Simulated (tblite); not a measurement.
# GFN1-xTB (tblite) on GaAs: a test of settings

Which settings matter? One reference run, then one change at a time; some changes are unwise on purpose.

Program: tblite 0.8.0. Level of theory: GFN1-xTB (tblite), atoms fixed, no spin polarisation. These are calculated values, not measurements.

## (1) The structure to begin with

The structure is cubic, space group F-43m (No. 216). Conventional cell: a = 5.666 Å, b = 5.666 Å, c = 5.666 Å, α = 90.00°, β = 90.00°, γ = 90.00°. Around Ga (site symmetry -43m) lie 4 As at 2.45 Å. As (site symmetry -43m) is surrounded by 4 Ga at 2.45 Å.

Structure file:

```
Ga As
1.0
     0.00000    2.83308    2.83308
     2.83308    0.00000    2.83308
     2.83308    2.83308    0.00000
Ga As
1 1
Cartesian
  0.0000 0.0000 0.0000
  1.4165 1.4165 1.4165
```

## (2) The reference run

The input, run.py:

```python
import json
from ase import Atoms
from ase.build import make_supercell
from ase.units import Bohr, GPa, Hartree
from tblite.interface import Calculator

atoms = Atoms(['Ga', 'As'],
              cell=[[0.0, 2.83308319, 2.83308319], [2.83308319, 0.0, 2.83308319], [2.83308319, 2.83308319, 0.0]],
              scaled_positions=[[0.0, 0.0, 0.0], [0.25, 0.25, 0.25]],
              pbc=True)
cluster = make_supercell(atoms, [[-2, 2, 2], [-2, -2, 2], [2, -2, 2]])
calc = Calculator('GFN1-xTB', cluster.numbers, cluster.positions / Bohr, lattice=cluster.cell[:] / Bohr, periodic=cluster.pbc)
calc.set('temperature', 0.02 / Hartree)
calc.set('max-iter', 150)
res = calc.singlepoint()
levels = res.get('orbital-energies') * Hartree
nv = round(res.get('orbital-occupations').sum() / 2)
cells = len(cluster) // len(atoms)
out = {'energy_per_cell': res.get('energy') * Hartree / cells, 'homo': levels[nv - 1], 'lumo': levels[nv],
       'stress': (-res.get('virial') * Hartree / cluster.get_volume() / GPa).tolist(), 'charges': res.get('charges')[:len(atoms)].tolist(), 'electrons': 2 * nv / cells}
json.dump(out, open('results.json', 'w'))
for key, value in out.items():
    print(key, value)
```

On the command line:

```bash
> python run.py
```

Log:

```text
------------------------------------------------------------
  cycle        total energy    energy error   density error
------------------------------------------------------------
      1     -119.4308168559  -1.1933393E+02   4.2127198E-01
      2     -112.0847876239   7.3460292E+00   4.1789234E-01
      3     -108.5645328132   3.5202548E+00   3.8625304E-01
      4     -120.1978457179  -1.1633313E+01   3.4757228E-02
      5     -120.1951087238   2.7369942E-03   3.5576039E-02
      6     -120.2472633940  -5.2154670E-02   3.0862484E-03
      7     -120.2484111218  -1.1477278E-03   1.1736809E-03
      8     -120.2485035924  -9.2470541E-05   7.3548128E-04
      9     -120.2485138617  -1.0269360E-05   6.1399223E-04
     10     -120.2485350413  -2.1179595E-05   1.0196300E-05
     11     -120.2485350446  -3.3134029E-09   4.3439736E-06
------------------------------------------------------------

 total:                                   4.276 sec
energy_per_cell -102.25404081138271
homo -6.229783325505274
lumo -5.6438552636260235
stress [[3.2301823238290472, 1.0870579297055423e-07, -1.08714707098599e-07], [1.0870579242753695e-07, 3.230182323812661, -1.0870834940074086e-07], [-1.0871470680455828e-07, -1.0870834948867805e-07, 3.230182323825182]]
charges [0.019963617336026807, -0.02000941194296313]
electrons 8.0
```

It took 4.9 s on 1 thread of Arm Neoverse V2, shared host; peak memory 0.14 GiB.

Gap 0.59 eV; pressure 3.2 GPa. The 64 atoms of the cluster fold only a few k-points onto the zone centre, so gap and energy may not be converged in the cluster's size.

## (3) Change: mixer-damping = 0.1

run.py, as its differences from that of step 2:

```diff
@@ -14,2 +14,3 @@
 calc.set('max-iter', 150)
+calc.set('mixer-damping', 0.1)
 res = calc.singlepoint()
```

On the command line:

```bash
> python run.py
```

Log:

```text
------------------------------------------------------------
  cycle        total energy    energy error   density error
------------------------------------------------------------
      1     -119.4308168559  -1.1933393E+02   4.2127198E-01
      2     -120.2392106723  -8.0839382E-01   3.7950011E-01
      3     -120.2406374832  -1.4268109E-03   3.0190000E-01
      4     -120.2483747622  -7.7372790E-03   1.9981692E-02
      5     -120.2483481245   2.6637701E-05   1.2411195E-02
      6     -120.2485348887  -1.8676411E-04   6.1348512E-05
      7     -120.2485350446  -1.5593830E-07   1.4450913E-05
------------------------------------------------------------

 total:                                   3.969 sec
energy_per_cell -102.25404081134661
homo -6.229754313939044
lumo -5.643823690357956
stress [[3.2301899857430074, 1.0877138503693182e-07, -1.0877088221439597e-07], [1.0877138364164515e-07, 3.2301899857329133, -1.0876969845630454e-07], [-1.0877088179565291e-07, -1.0876969821164343e-07, 3.2301899857390235]]
charges [0.01997411615037742, -0.019999133954507642]
electrons 8.0
```

It took 4.5 s on 1 thread of Arm Neoverse V2, shared host; peak memory 0.14 GiB.

Against the reference run the gap moves by 0.00 eV and the energy by 0.0 meV/atom.

## (4) Change: temperature = 0.1

run.py, as its differences from that of step 3:

```diff
@@ -12,5 +12,4 @@
 calc = Calculator('GFN1-xTB', cluster.numbers, cluster.positions / Bohr, lattice=cluster.cell[:] / Bohr, periodic=cluster.pbc)
-calc.set('temperature', 0.02 / Hartree)
+calc.set('temperature', 0.1 / Hartree)
 calc.set('max-iter', 150)
-calc.set('mixer-damping', 0.1)
 res = calc.singlepoint()
```

On the command line:

```bash
> python run.py
```

Log:

```text
------------------------------------------------------------
  cycle        total energy    energy error   density error
------------------------------------------------------------
      1     -119.3280578730  -1.1923117E+02   4.1289285E-01
      2     -110.7883911587   8.5396667E+00   4.3939296E-01
      3     -112.6591589864  -1.8707678E+00   3.2869762E-01
      4     -120.2176516085  -7.5584926E+00   2.8815468E-02
      5     -120.2348203656  -1.7168757E-02   2.1241666E-02
      6     -120.2483480241  -1.3527658E-02   3.3763719E-03
      7     -120.2497340624  -1.3860383E-03   1.2184210E-03
      8     -120.2498153628  -8.1300399E-05   5.6068148E-04
      9     -120.2498242036  -8.8408427E-06   4.3329079E-04
     10     -120.2498350973  -1.0893740E-05   5.0654918E-06
     11     -120.2498350981  -7.4062712E-10   3.7268186E-06
------------------------------------------------------------

 total:                                   4.257 sec
energy_per_cell -102.2551463193818
homo -6.236682334785486
lumo -5.644519516848559
stress [[3.534500965554458, 1.0346622112293938e-07, -1.034625188522881e-07], [1.0346622039281842e-07, 3.534500965570755, -1.0347038585990284e-07], [-1.0346251928579247e-07, -1.0347038553205567e-07, 3.534500965558706]]
charges [0.0193585833184996, -0.019404647809377507]
electrons 8.0
```

Run time: 4.8 s. Hardware: 1 thread of Arm Neoverse V2, shared host; peak memory 0.14 GiB.

Against the reference run the gap moves by +0.01 eV and the energy by -0.6 meV/atom.

## (5) Change: accuracy = 10.0

run.py, as its differences from that of step 4:

```diff
@@ -12,4 +12,5 @@
 calc = Calculator('GFN1-xTB', cluster.numbers, cluster.positions / Bohr, lattice=cluster.cell[:] / Bohr, periodic=cluster.pbc)
-calc.set('temperature', 0.1 / Hartree)
+calc.set('temperature', 0.02 / Hartree)
 calc.set('max-iter', 150)
+calc.set('accuracy', 10.0)
 res = calc.singlepoint()
```

On the command line:

```bash
> python run.py
```

Log:

```text
------------------------------------------------------------
  cycle        total energy    energy error   density error
------------------------------------------------------------
      1     -119.4308196319  -1.1933393E+02   4.2127192E-01
      2     -112.0848360085   7.3459836E+00   4.1789170E-01
      3     -108.5644985803   3.5203374E+00   3.8625342E-01
      4     -120.1978448369  -1.1633346E+01   3.4757213E-02
      5     -120.1951087400   2.7360969E-03   3.5575756E-02
      6     -120.2472627340  -5.2153994E-02   3.0862464E-03
      7     -120.2484104578  -1.1477238E-03   1.1736858E-03
      8     -120.2485029276  -9.2469780E-05   7.3548638E-04
      9     -120.2485131971  -1.0269509E-05   6.1399629E-04
     10     -120.2485343770  -2.1179894E-05   1.0196243E-05
     11     -120.2485343803  -3.3133034E-09   4.3439398E-06
------------------------------------------------------------

 total:                                   4.028 sec
energy_per_cell -102.25404024649907
homo -6.229775431208239
lumo -5.643853447620675
stress [[3.2301978112819105, 1.0871267873768539e-07, -1.0870199670810292e-07], [1.087126783193905e-07, 3.2301978113239125, -1.0871880654086653e-07], [-1.087019965388048e-07, -1.0871880704451977e-07, 3.2301978113110863]]
charges [0.01996377767669877, -0.020009572375318974]
electrons 8.0
```

Wall time 4.6 s (1 thread of Arm Neoverse V2, shared host); peak memory 0.14 GiB.

Against the reference run the gap moves by 0.00 eV and the energy by 0.0 meV/atom.

## (6) Change: mixer-damping = 1.0

run.py, as its differences from that of step 5:

```diff
@@ -14,3 +14,3 @@
 calc.set('max-iter', 150)
-calc.set('accuracy', 10.0)
+calc.set('mixer-damping', 1.0)
 res = calc.singlepoint()
```

On the command line:

```bash
> python run.py
```

Log:

```text
------------------------------------------------------------
  cycle        total energy    energy error   density error
------------------------------------------------------------
      1     -119.4308168559  -1.1933393E+02   4.2127198E-01
      2     -56.85694796065   6.2573869E+01   8.4017656E-01
      3     -11.85872084154   4.4998227E+01   1.1156170E+00
      4     -120.2444614882  -1.0838574E+02   7.1438613E-02
      5     -120.1554260088   8.9035479E-02   5.3562561E-02
      6     -120.1810063059  -2.5580297E-02   2.5118273E-02
      7     -120.2369432363  -5.5936930E-02   1.4398243E-02
      8     -120.2477319913  -1.0788755E-02   3.3251915E-03
      9     -120.2480860751  -3.5408371E-04   2.5205975E-03
     10     -120.2484526025  -3.6652744E-04   1.1125513E-03
     11     -120.2485262159  -7.3613381E-05   2.9096139E-04
     12     -120.2485349235  -8.7075871E-06   3.6627068E-05
     13     -120.2485334482   1.4752278E-06   1.0664630E-04
     14     -120.2485350444  -1.5961636E-06   5.1626132E-06
     15     -120.2485350409   3.4884380E-09   7.6994423E-06
------------------------------------------------------------

 total:                                   4.520 sec
energy_per_cell -102.25404080821512
homo -6.229779637037356
lumo -5.643850154043108
stress [[3.23018126733251, 1.0846528955754955e-07, -1.0846583407947453e-07], [1.0846528847406966e-07, 3.230181267340129, -1.0846690127411877e-07], [-1.0846583391015598e-07, -1.0846690121652366e-07, 3.230181267343795]]
charges [0.019963593712184924, -0.020014020037915192]
electrons 8.0
```

Wall time 5 s (1 thread of Arm Neoverse V2, shared host); peak memory 0.14 GiB.

Against the reference run the gap moves by 0.00 eV and the energy by 0.0 meV/atom.

## (7) Change: cluster = 1x1x1

run.py, as its differences from that of step 6:

```diff
@@ -10,3 +10,3 @@
               pbc=True)
-cluster = make_supercell(atoms, [[-2, 2, 2], [-2, -2, 2], [2, -2, 2]])
+cluster = make_supercell(atoms, [[-1, 1, 1], [-1, -1, 1], [1, -1, 1]])
 calc = Calculator('GFN1-xTB', cluster.numbers, cluster.positions / Bohr, lattice=cluster.cell[:] / Bohr, periodic=cluster.pbc)
@@ -14,3 +14,2 @@
 calc.set('max-iter', 150)
-calc.set('mixer-damping', 1.0)
 res = calc.singlepoint()
```

On the command line:

```bash
> python run.py
```

Log:

```text
------------------------------------------------------------
  cycle        total energy    energy error   density error
------------------------------------------------------------
      1     -14.55379292308  -1.4541681E+01   5.2645017E-01
      2     -13.53151769461   1.0222752E+00   3.6375451E-01
      3     -12.09703026973   1.4344874E+00   6.2803226E-01
      4     -14.53559462401  -2.4385644E+00   1.9365186E-01
      5     -14.64859724801  -1.1300262E-01   9.4874520E-02
      6     -14.66199956134  -1.3402313E-02   2.5250621E-02
      7     -14.63751383994   2.4485721E-02   1.1330506E-01
      8     -14.64333021863  -5.8163787E-03   8.9283569E-02
      9     -14.65647778949  -1.3147571E-02   5.0643411E-02
     10     -14.65953505402  -3.0572645E-03   3.8969860E-02
     11     -14.66391620374  -4.3811497E-03   7.0122776E-03
     12     -14.66406037615  -1.4417241E-04   1.3330671E-03
     13     -14.66406515465  -4.7784943E-06   7.6281143E-05
     14     -14.66406517517  -2.0521020E-08   3.4519692E-05
     15     -14.66406517468   4.8890669E-10   2.6125087E-05
     16     -14.66406517668  -2.0051054E-09   1.3498492E-06
------------------------------------------------------------

 total:                                   0.445 sec
energy_per_cell -99.75738455230932
homo -5.496075169080946
lumo -5.480313521429448
stress [[25.363515335619624, 1.3965480741265493e-06, -1.3966403355656962e-06], [1.396548072490798e-06, 25.363515335603644, -1.3966733898863262e-06], [-1.3966403359743174e-06, -1.3966733898895877e-06, 25.363515335618526]]
charges [0.09338768885238613, -0.0933839387445049]
electrons 8.0
```

Wall time 0.99 s (1 thread of Arm Neoverse V2, shared host); peak memory 0.095 GiB.

Against the reference run the gap moves by -0.57 eV and the energy by +1248.3 meV/atom. One cell at the zone centre alone can't describe the crystal.

## (8) What moved

| change | ends | gap (eV) | energy (meV/atom) | pressure (GPa) | time |
| --- | --- | --- | --- | --- | --- |
| none | converged | 0.59 | 0 | 3.2 | 4.9 s |
| mixer-damping = 0.1 | converged | 0.00 | 0.0 | 0.0 | 4.5 s |
| temperature = 0.1 | converged | +0.01 | -0.6 | +0.3 | 4.8 s |
| accuracy = 10.0 | converged | 0.00 | 0.0 | 0.0 | 4.6 s |
| mixer-damping = 1.0 | converged | 0.00 | 0.0 | 0.0 | 5 s |
| cluster = 1x1x1 | converged | -0.57 | +1248.3 | +22.1 | 0.99 s |

The first row holds values, the others changes from it. Keys are the program's: temperature in eV (tblite) or K (CP2K), cutoffs in Ry, CUTOFP in Å. Among the numerical settings, cluster = 1x1x1 moves the energy most (+1248.3 meV/atom). The changed runs test settings; they are no properties of the crystal.
